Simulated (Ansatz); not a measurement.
**CH5AsO: single points off equilibrium**

An exercise on one series of results from a longer session: the logs are not shown, and one member is left open.

Method: single points in def2-TZVPP; program: Ansatz 0.2.0, Gaussian basis.

Cores are frozen in the correlated methods. Filled d shells of the heavier atoms are correlated.

### Starting geometry

SMILES `OC[AsH2]`, 8 atoms, charge 0, spin multiplicity 1.

Atoms are counted from 1 here; the program's logs count them from 0.

Bond lengths: O1–C2 1.385 Å, O1–H4 1.040 Å, C2–As3 2.055 Å, C2–H5 1.123 Å, C2–H6 1.062 Å, As3–H7 1.585 Å, As3–H8 1.426 Å. Angles: C2–O1–H4 112.5°, O1–C2–As3 113.0°, O1–C2–H5 109.8°, O1–C2–H6 110.0°, As3–C2–H5 110.1°, As3–C2–H6 113.5°, H5–C2–H6 99.7°, C2–As3–H7 92.9°, C2–As3–H8 88.2°, H7–As3–H8 94.6°.

Coordinates:

```xyz
8
CH5AsO
O    -1.4041    0.7720   -0.4083
C    -0.1256    0.6780    0.1172
As    1.0310   -0.7307   -0.8327
H    -1.9529   -0.1011   -0.2765
H    -0.1818    0.4549    1.2168
H     0.3239    1.6397    0.1532
H     0.2442   -1.9390   -0.1752
H     1.9704   -0.6128    0.2336
```

The first run:

File run/in.yaml:

```yaml
crystal:
  periodic: [false, false, false]
  atoms:
    - {symbol: O, position_ang: [-1.404100, 0.772000, -0.408300]}
    - {symbol: C, position_ang: [-0.125600, 0.678000, 0.117200]}
    - {symbol: As, position_ang: [1.031000, -0.730700, -0.832700]}
    - {symbol: H, position_ang: [-1.952900, -0.101100, -0.276500]}
    - {symbol: H, position_ang: [-0.181800, 0.454900, 1.216800]}
    - {symbol: H, position_ang: [0.323900, 1.639700, 0.153200]}
    - {symbol: H, position_ang: [0.244200, -1.939000, -0.175200]}
    - {symbol: H, position_ang: [1.970400, -0.612800, 0.233600]}
basis:
  gaussian: {orbitals: def2-TZVPP}
correlation: {method: ccsd_t}
output: {forces: true}
```

No record of the launch command was kept for these runs.

Steps of the session up to this table: CCSD(T)/def2-TZVPP; PBE0-D4/def2-TZVPP; wB97M-V/def2-TZVPP; r2SCAN-D4/def2-TZVPP; PBE-D4/def2-TZVPP; CAM-B3LYP-D4/def2-TZVPP; wB97X-V/def2-TZVPP.

One of the session's tables, all rows but one given; the rest of the session is left out.

```
      method  RMS force component (eV/Å)  angle to CCSD(T) forces (°)  dipole (D)
     CCSD(T)                       1.312                    reference        1.49
     PBE0-D4                       1.297                          7.4        1.49
     wB97M-V                       1.308                          2.9        1.44
   r2SCAN-D4                       1.263                          5.2        1.47
      PBE-D4                       1.231                         10.9        1.38
CAM-B3LYP-D4                       1.290                          5.0        1.49
     wB97X-V                           ?                            ?           ?
```

Estimate the missing values for wB97X-V.

**Answer.** RMS force component (eV/Å): 1.329; angle to CCSD(T) forces (°): 3.6; dipole (D): 1.52. In the column «RMS force component (eV/Å)» it is the highest.
